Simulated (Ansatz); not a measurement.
# GaLiH2 (singlet): wave-function methods side by side, 6-31G

One table from this session's results is given with a row withheld; the runs are named, their logs left out.

Computed with Ansatz 0.2.0, Gaussian basis. Level: 6-31G, core rule «outside noble gas», up to 15 orbitals frozen.

To be run: UHF; CCSD(T) on RHF; CCSD(T) on UHF; BCCD(T) on RHF; CISD; CCSDT(Q) on RHF; CCSDT(Q) on UHF; CCSDTQ on RHF; Full CI.

39 further runs of the same task are left out: 15 for a known fault of the program, 8 that didn't finish, 16 set aside as unsound or not needed. Runs told in other sessions of the task aren't counted.

## The system

The geometry is a PBE0/def2-TZVP stationary point (not a proven minimum) of the parent state, kept for this charge and spin. No spin-orbit coupling is included. The filled d shell of Ga may be among the frozen orbitals whatever the setting's name suggests.

4 atoms, charge 0, spin multiplicity 1.

Atoms are counted from 1 here; the program's logs count them from 0.

Bond lengths: Ga1–Li2 2.341 Å, Ga1–H3 1.647 Å, Ga1–H4 1.647 Å, Li2–H3 1.857 Å, Li2–H4 1.857 Å. Angles: Li2–Ga1–H3 52.0°, Li2–Ga1–H4 52.0°, H3–Ga1–H4 101.2°, Ga1–Li2–H3 44.4°, Ga1–Li2–H4 44.4°, H3–Li2–H4 86.5°, Ga1–H3–Li2 83.6°, Ga1–H4–Li2 83.6°.

Set-up of the first run:

in.yaml

```yaml
crystal:
  periodic: [false, false, false]
  atoms:
    - {symbol: Ga, position_ang: [-0.000932, 0.000000, 0.232544]}
    - {symbol: Li, position_ang: [-0.057897, -0.000001, -2.107496]}
    - {symbol: H, position_ang: [0.231589, -1.272323, -0.786532]}
    - {symbol: H, position_ang: [0.231589, 1.272322, -0.786533]}
basis:
  gaussian: {orbitals: 6-31G}
magnetization: {spin_polarized: true, initial_magnetization: 0}
hamiltonian: {xc: hf}
output: {orbitals: {seedname: orbitals}}
```

Run with:

```sh
ansatz run in.yaml --threads 1 --pin off --events-out ev --progress --plain --max-ram 2393MiB
```

Among the steps run: UHF; CCSD(T) on RHF; CCSD(T) on UHF; BCCD(T) on RHF; CISD; CCSDT(Q) on RHF; CCSDT(Q) on UHF; CCSDTQ on RHF; Full CI.

One table of the session follows, with a row left open; its other results are not shown here.

It belongs to the step «Misses and costs». 

```
   method  from FCI (kcal/mol)
      RHF               +44.33
      UHF               +41.08
     RMP2               +13.73
     UMP2               +14.96
    RCCSD                +1.07
    UCCSD                +1.31
 RCCSD(T)                +0.31
 UCCSD(T)                +0.49
  BCCD(T)                +0.32
   RCCSDT                +0.05
   UCCSDT                +0.14
RCCSDT(Q)                +0.01
UCCSDT(Q)                    ?
  RCCSDTQ                 0.00
      FCI                    0
```

Q: Estimate the row for UCCSDT(Q) from the others.

The run gave: from FCI (kcal/mol): +0.09. In the column «from FCI (kcal/mol)» it lies between RCCSDT (+0.05) and UCCSDT (+0.14).

Not comparable, so not listed: CISD (they don't share determinant, frozen orbitals or solution with the rows shown, or repeat one).

Limits of these values: The determinant of HF (⟨S²⟩ 0.52) is far from a pure spin state, so its energy mixes those of several spin states; that is harmless only where they are near-degenerate. The determinant of CCSD(T) (⟨S²⟩ 0.52) is far from a pure spin state, so its energy mixes those of several spin states; high orders of coupled cluster remove much of that, low ones don't. The determinant of CCSDT(Q) (⟨S²⟩ 0.52) is far from a pure spin state, so its energy mixes those of several spin states; high orders of coupled cluster remove much of that, low ones don't. Restricted and unrestricted rows rest on different reference determinants; a gap between their highest levels can come from leftover correlation error, from unlike frozen cores or from another state.
